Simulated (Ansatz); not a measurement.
# CH6B2S: a ladder of functionals and wavefunction methods

Aim: compute CH6B2S with functionals from several rungs and with coupled cluster. The yardstick is the atomisation energy at the CCSD(T) limit.

Program: Ansatz 0.2.0, Gaussian basis. Level of theory: functionals in def2-TZVPP, the program's frozen cores in correlated methods. These are calculated values, not measurements.

The runs, in order: LDA (SPW92), PBE-D4, revPBE-D4, BLYP-D4, r2SCAN-D4, B97M-V, PBE0-D4, B3LYP-D4, r2SCANh-D4, r2SCAN0-D4, HSE06-D4, BHLYP-D4, CAM-B3LYP-D4, LC-ωPBE, ωB97X-V, ωB97M-V, B2PLYP, PBE-QIDH; CCSD(T)/def2-SVP; CCSD(T)/def2-TZVPP; MP2/def2-QZVPP; extrapolation to the limit; RPA on PBE.

### Step 1. The geometry

The geometry comes from an earlier relaxation with PBE0-D4 in a triple-zeta def2 set; it is a stationary point, not always the lowest conformer.

10 atoms, charge 0, spin multiplicity 1.

Atoms are counted from 1 here; the program's logs count them from 0.

Bond lengths: B1–B2 1.666 Å, B1–H5 1.205 Å, B1–H6 1.201 Å, B2–C3 1.573 Å, B2–S4 2.072 Å, B2–H7 1.200 Å, C3–S4 1.833 Å, C3–H8 1.086 Å, C3–H9 1.087 Å, S4–H10 1.343 Å. Angles: B2–B1–H5 123.6°, B2–B1–H6 121.1°, H5–B1–H6 115.1°, B1–B2–C3 117.5°, B1–B2–S4 114.3°, B1–B2–H7 125.2°, C3–B2–S4 58.5°, C3–B2–H7 115.4°, S4–B2–H7 104.5°, B2–C3–S4 74.5°, B2–C3–H8 122.5°, B2–C3–H9 120.3°, S4–C3–H8 110.7°, S4–C3–H9 108.3°, H8–C3–H9 112.1°, B2–S4–C3 47.0°, B2–S4–H10 97.4°, C3–S4–H10 97.5°.

Coordinates:

```mol
CH6B2S
  3D, bonds by distance, orders not assigned

 10 10  0  0  0  0  0  0  0  0999 V2000
   -1.0567    1.1934    0.0243 B   0  0
    0.4433    0.5299    0.3182 B   0  0
    0.5226   -1.0288    0.5173 C   0  0
    1.1316   -0.7214   -1.1836 S   0  0
   -1.7401    0.9036   -0.9245 H   0  0
   -1.5667    1.9463    0.8095 H   0  0
    1.4142    1.1427    0.6671 H   0  0
   -0.3579   -1.6638    0.5006 H   0  0
    1.3313   -1.4664    1.0961 H   0  0
   -0.0382   -0.8868   -1.8220 H   0  0
  1  2  8  0
  1  5  8  0
  1  6  8  0
  2  3  8  0
  2  4  8  0
  2  7  8  0
  3  4  8  0
  3  8  8  0
  3  9  8  0
  4 10  8  0
M  END
```

### Step 2. LDA

This LDA is Slater exchange with PW92 correlation.

The input, in.yaml:

```yaml
crystal:
  periodic: [false, false, false]
  atoms:
    - {symbol: B, position_ang: [-1.056716, 1.193437, 0.024328]}
    - {symbol: B, position_ang: [0.443260, 0.529897, 0.318231]}
    - {symbol: C, position_ang: [0.522591, -1.028755, 0.517257]}
    - {symbol: S, position_ang: [1.131607, -0.721356, -1.183648]}
    - {symbol: H, position_ang: [-1.740091, 0.903561, -0.924550]}
    - {symbol: H, position_ang: [-1.566657, 1.946334, 0.809508]}
    - {symbol: H, position_ang: [1.414237, 1.142711, 0.667104]}
    - {symbol: H, position_ang: [-0.357932, -1.663841, 0.500628]}
    - {symbol: H, position_ang: [1.331253, -1.466383, 1.096134]}
    - {symbol: H, position_ang: [-0.038250, -0.886805, -1.821992]}
basis:
  gaussian: {orbitals: def2-TZVPP}
hamiltonian: {xc: lda}
output: {orbitals: {seedname: orbitals}}
```

Command:

```sh
$ ansatz run in.yaml --threads 2 --pin off --events-out ev --progress --plain --max-ram 4352MiB
```

After this run come: PBE-D4 (GGA); revPBE-D4 (GGA); BLYP-D4 (GGA); r2SCAN-D4 (meta-GGA); B97M-V (meta-GGA); PBE0-D4 (hybrid); B3LYP-D4 (hybrid); r2SCANh-D4 (hybrid); r2SCAN0-D4 (hybrid); HSE06-D4 (hybrid); BHLYP-D4 (hybrid); CAM-B3LYP-D4 (range-separated); LC-ωPBE (range-separated); ωB97X-V (range-separated); ωB97M-V (range-separated); B2PLYP (double hybrid); PBE-QIDH (double hybrid); CCSD(T) in def2-SVP; CCSD(T) in def2-TZVPP; MP2 in def2-QZVPP; RPA on PBE orbitals.

Before running them: what should the planned runs give, taken together? Wanted: atomisation energy, CCSD(T)/CBS; farthest beyond LDA; mean size of error, GGA; mean size of error, meta-GGA; mean size of error, hybrid; mean size of error, range-separated; mean size of error, double hybrid; gap, smallest and largest; T1 diagnostic.

As calculated:

| quantity | value |
| --- | --- |
| atomisation energy, CCSD(T)/CBS | 35.336 eV |
| functionals within 0.177 eV (0.5 %) | BLYP-D4, LC-ωPBE, B2PLYP |
| farthest beyond LDA | PBE-D4 (+0.922 eV) |
| mean size of error, GGA | 0.393 eV |
| mean size of error, meta-GGA | 0.591 eV |
| mean size of error, hybrid | 0.416 eV |
| mean size of error, range-separated | 0.316 eV |
| mean size of error, double hybrid | 0.186 eV |
| gap, smallest and largest | 3.79 eV (LDA (SPW92)), 11.27 eV (LC-ωPBE) |
| T1 diagnostic | 0.0125 |
| triples share of the correlation energy | 4.2 % |

In words: The LDA atomisation energy is off by 5.076 eV (14 %): it overbinds. PBE-D4 misses by +0.922 eV. Double hybrids carry the basis error of their MP2 part in triple zeta, and no dispersion term here, so their miss is partly the set-up's. Taken by rung, double hybrid functionals do best (0.186 eV on average) and meta-GGA ones worst beyond LDA (0.591 eV). The reference freezes the cores and leaves out relativity and excitations past (T), so misses under about 0.177 eV can't be ranked. Hartree-Fock recovers 76 % of the binding; the rest is correlation. CCSD(T) in def2-SVP is off by -1.611 eV, more than most functionals: a good method in a small basis is no reference. Orbital gaps span 3.8 to 11.3 eV; exact exchange widens them.
